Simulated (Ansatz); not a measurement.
# C₂H₅BClFSi: one species, many methods

The task here is to estimate one member of a computed series from the others.

Program: Ansatz 0.2.0, Gaussian basis. Level of theory: functionals in def2-TZVPP, the program's frozen cores in correlated methods. These are calculated values, not measurements.

The runs, in order: PBE-D4, r2SCAN-D4, PBE0-D4, B3LYP-D4, ωB97X-V, ωB97M-V, B2PLYP; CCSD(T)/def2-TZVPP; MP2/def2-QZVPP; extrapolation to the limit.

### The relaxed structure

The geometry comes from an earlier relaxation with PBE0-D4 in a triple-zeta def2 set; it is a stationary point, not always the lowest conformer.

SMILES `FC1([SiH3])CB1Cl`, 11 atoms, charge 0, spin multiplicity 1.

Atoms are counted from 1 here; the program's logs count them from 0.

Bond lengths: F1–C2 1.385 Å, C2–Si3 1.875 Å, C2–C4 1.553 Å, C2–B5 1.524 Å, Si3–H7 1.487 Å, Si3–H8 1.487 Å, Si3–H9 1.483 Å, C4–B5 1.515 Å, C4–H10 1.093 Å, C4–H11 1.085 Å, B5–Cl6 1.709 Å. Angles: F1–C2–Si3 113.0°, F1–C2–C4 117.6°, F1–C2–B5 120.8°, Si3–C2–C4 115.4°, Si3–C2–B5 120.3°, C4–C2–B5 59.0°, C2–Si3–H7 110.3°, C2–Si3–H8 107.3°, C2–Si3–H9 110.1°, H7–Si3–H8 109.4°, H7–Si3–H9 109.9°, H8–Si3–H9 109.8°, C2–C4–B5 59.6°, C2–C4–H10 115.4°, C2–C4–H11 118.1°, B5–C4–H10 111.5°, B5–C4–H11 129.8°, H10–C4–H11 112.5° and more.

Set-up of the first run:

The input, in.yaml:

```yaml
crystal:
  periodic: [false, false, false]
  atoms:
    - {symbol: F, position_ang: [1.585275, 1.104455, 0.394536]}
    - {symbol: C, position_ang: [0.412709, 0.430762, 0.094197]}
    - {symbol: Si, position_ang: [0.036109, -0.956912, 1.298307]}
    - {symbol: C, position_ang: [0.128287, 0.113469, -1.398898]}
    - {symbol: B, position_ang: [-0.717641, 1.126390, -0.655793]}
    - {symbol: Cl, position_ang: [-1.842859, 2.410606, -0.732809]}
    - {symbol: H, position_ang: [1.086167, -2.006506, 1.222294]}
    - {symbol: H, position_ang: [-1.274238, -1.540018, 0.904207]}
    - {symbol: H, position_ang: [-0.047570, -0.424161, 2.680218]}
    - {symbol: H, position_ang: [0.794110, 0.598668, -2.116791]}
    - {symbol: H, position_ang: [-0.094946, -0.913654, -1.668867]}
basis:
  gaussian: {orbitals: def2-TZVPP}
hamiltonian: {xc: pbe, dispersion: d4}
output: {forces: true, orbitals: {seedname: orbitals}}
```

Launch:

```console
$ ansatz run in.yaml --threads 4 --pin off --events-out ev --progress --plain --max-ram 10444MiB
```

Among the steps run: PBE-D4 (GGA); r2SCAN-D4 (meta-GGA); PBE0-D4 (hybrid); B3LYP-D4 (hybrid); ωB97X-V (range-separated); ωB97M-V (range-separated); B2PLYP (double hybrid); CCSD(T) in def2-TZVPP; MP2 in def2-QZVPP.

One table of the session follows, with a row left open; its other results are not shown here.

It belongs to the step «Atomisation energies». 

| method | atomisation energy (kcal/mol) |
| --- | --- |
| PBE-D4 | ? |
| r2SCAN-D4 | 963.2 |
| PBE0-D4 | 962.7 |
| B3LYP-D4 | 952.4 |
| ωB97X-V | 959.8 |
| ωB97M-V | 959.6 |
| B2PLYP | 942.1 |
| HF/def2-TZVPP | 702.2 |
| MP2/def2-TZVPP | 948.2 |
| CCSD/def2-TZVPP | 909.3 |
| CCSD(T)/def2-TZVPP | 925.2 |
| MP2/CBS | 972.7 |
| CCSD(T)/CBS | 949.7 |

**Question.** Estimate the row for PBE-D4.

As computed: atomisation energy (kcal/mol): 979.8. In the column «atomisation energy (kcal/mol)» it is the highest.

Caveats from the session: Free atoms (1 F, 2 C, 1 Si, 1 B, 1 Cl, 5 H) were run apart at each level; the atomisation energy is their sum less the molecule, without zero-point or spin-orbit terms.
